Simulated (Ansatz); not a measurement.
**C₂H₄BNO: how energies converge with the basis set**

One table from this session's results is given with a row withheld; the runs are named, their logs left out.

Program: Ansatz 0.2.0, Gaussian basis. Level of theory: one geometry, several basis sets. These are calculated values, not measurements.

Levels to be run: PBE0-D4/def2-SVP; ωB97M-V/def2-SVP; PBE0-D4/def2-QZVPP; ωB97M-V/def2-QZVPP; the functionals' def2-TZVPP values are taken from earlier runs.

## The geometry

All runs share one geometry, relaxed beforehand with PBE0-D4 in a triple-zeta def2 set.

SMILES `N=C1BCO1`, 9 atoms, charge 0, spin multiplicity 1.

Atoms are counted from 1 here; the program's logs count them from 0.

Bond lengths: N1–C2 1.258 Å, N1–H6 1.016 Å, C2–B3 1.584 Å, C2–O5 1.378 Å, B3–C4 1.567 Å, B3–H7 1.188 Å, C4–O5 1.463 Å, C4–H8 1.095 Å, C4–H9 1.095 Å. Angles: C2–N1–H6 109.6°, N1–C2–B3 145.5°, N1–C2–O5 122.5°, B3–C2–O5 92.0°, C2–B3–C4 83.4°, C2–B3–H7 138.0°, C4–B3–H7 138.6°, B3–C4–O5 89.6°, B3–C4–H8 117.6°, B3–C4–H9 117.6°, O5–C4–H8 111.0°, O5–C4–H9 111.0°, H8–C4–H9 108.6°, C2–O5–C4 95.0°.

Geometry (Å):

```csv
atom,x (Å),y (Å),z (Å)
N1,0.81460,1.98071,0.21901
C2,0.35562,0.81212,0.13704
B3,-0.32517,-0.25905,-0.81099
C4,-0.27833,-1.15769,0.47174
O5,0.34969,-0.05830,1.20532
H6,0.72136,2.44813,-0.67880
H7,-0.68892,-0.33551,-1.93959
H8,0.37231,-2.03767,0.45088
H9,-1.23256,-1.43924,0.92819
```

Set-up of the first run:

Input file in.yaml:

```yaml
crystal:
  periodic: [false, false, false]
  atoms:
    - {symbol: N, position_ang: [0.814599, 1.980707, 0.219013]}
    - {symbol: C, position_ang: [0.355623, 0.812122, 0.137039]}
    - {symbol: B, position_ang: [-0.325170, -0.259051, -0.810993]}
    - {symbol: C, position_ang: [-0.278327, -1.157688, 0.471738]}
    - {symbol: O, position_ang: [0.349688, -0.058301, 1.205318]}
    - {symbol: H, position_ang: [0.721356, 2.448128, -0.678797]}
    - {symbol: H, position_ang: [-0.688917, -0.335512, -1.939587]}
    - {symbol: H, position_ang: [0.372311, -2.037672, 0.450878]}
    - {symbol: H, position_ang: [-1.232562, -1.439235, 0.928192]}
basis:
  gaussian: {orbitals: def2-SVP}
hamiltonian: {xc: pbe0, dispersion: d4}
output: {orbitals: {seedname: orbitals}}
```

Launch:

```bash
ansatz run in.yaml --threads 2 --pin off --events-out ev --progress --plain --max-ram 4352MiB
```

Among the steps run: PBE0-D4 in def2-SVP; ωB97M-V in def2-SVP; PBE0-D4 in def2-QZVPP; ωB97M-V in def2-QZVPP.

One of the session's tables, all rows but one given; the rest of the session is left out.

It belongs to the step «Functionals by basis». 

| functional | basis | HOMO (eV) | LUMO (eV) |
| --- | --- | --- | --- |
| PBE0-D4 | def2-SVP | -7.53 | -2.63 |
| PBE0-D4 | def2-TZVPP | -7.73 | -2.73 |
| PBE0-D4 | def2-QZVPP | -7.77 | -2.76 |
| ωB97M-V | def2-SVP | -9.87 | -0.52 |
| ωB97M-V | def2-TZVPP | -10.10 | -0.67 |
| ωB97M-V | def2-QZVPP | ? | ? |

**Question.** Estimate the row for ωB97M-V, def2-QZVPP.

**Answer.** HOMO (eV): -10.14; LUMO (eV): -0.72. In the column «HOMO (eV)» it is the lowest.
